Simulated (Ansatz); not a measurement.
# CH₂FNOSn: how energies converge with the basis set

Aim: see how fast density functionals converge with the basis set for CH₂FNOSn.

Computed with Ansatz 0.2.0, Gaussian basis. Level: one geometry, several basis sets.

The runs, in order: PBE0-D4/def2-SVP; ωB97M-V/def2-SVP; PBE0-D4/def2-QZVPP; ωB97M-V/def2-QZVPP; the functionals' def2-TZVPP values are taken from earlier runs.

**1. The geometry**

An earlier PBE0-D4 in a triple-zeta def2 set relaxation fixed the geometry. Sn takes the def2 core potential; no spin-orbit term is included.

SMILES `O=C=[N][SnH2][F]`, 7 atoms, charge 0, spin multiplicity 1.

Atoms are counted from 1 here; the program's logs count them from 0.

Bond lengths: O1–C2 1.165 Å, C2–N3 1.203 Å, N3–Sn4 2.002 Å, Sn4–F5 1.915 Å, Sn4–H6 1.690 Å, Sn4–H7 1.694 Å. Angles: O1–C2–N3 176.2°, C2–N3–Sn4 138.7°, N3–Sn4–F5 104.6°, N3–Sn4–H6 107.3°, N3–Sn4–H7 109.3°, F5–Sn4–H6 107.1°, F5–Sn4–H7 106.4°, H6–Sn4–H7 120.9°.

**2. PBE0-D4 in def2-SVP**

in.yaml

```yaml
crystal:
  periodic: [false, false, false]
  atoms:
    - {symbol: O, position_ang: [-0.221736, -2.869281, -0.931603]}
    - {symbol: C, position_ang: [-0.121538, -1.906785, -0.283816]}
    - {symbol: N, position_ang: [-0.020930, -0.958236, 0.449393]}
    - {symbol: Sn, position_ang: [0.157431, 1.031635, 0.318540]}
    - {symbol: F, position_ang: [-0.877092, 1.510008, -1.220139]}
    - {symbol: H, position_ang: [-0.618634, 1.696104, 1.665182]}
    - {symbol: H, position_ang: [1.763801, 1.428456, -0.043156]}
basis:
  gaussian: {orbitals: def2-SVP}
hamiltonian: {xc: pbe0, dispersion: d4}
output: {orbitals: {seedname: orbitals}}
```

The runs that follow: ωB97M-V in def2-SVP; PBE0-D4 in def2-QZVPP; ωB97M-V in def2-QZVPP.

**Question.** What will the summary of the whole plan be? Wanted: PBE0-D4: double and triple zeta above quadruple; ωB97M-V: double and triple zeta above quadruple.

**Answer**, as computed:

| quantity | value |
| --- | --- |
| PBE0-D4: double and triple zeta above quadruple | 9.73, 0.47 eV |
| ωB97M-V: double and triple zeta above quadruple | 9.94, 0.44 eV |

What this shows: PBE0-D4 gains 9.25 eV from double to triple zeta, then 0.47 eV more. Total energies overstate the basis error of differences, where much of it tends to cancel. The LUMO of ωB97M-V is positive and keeps falling with the basis (1.20 to 0.40 eV): an unbound level that the basis holds in place.
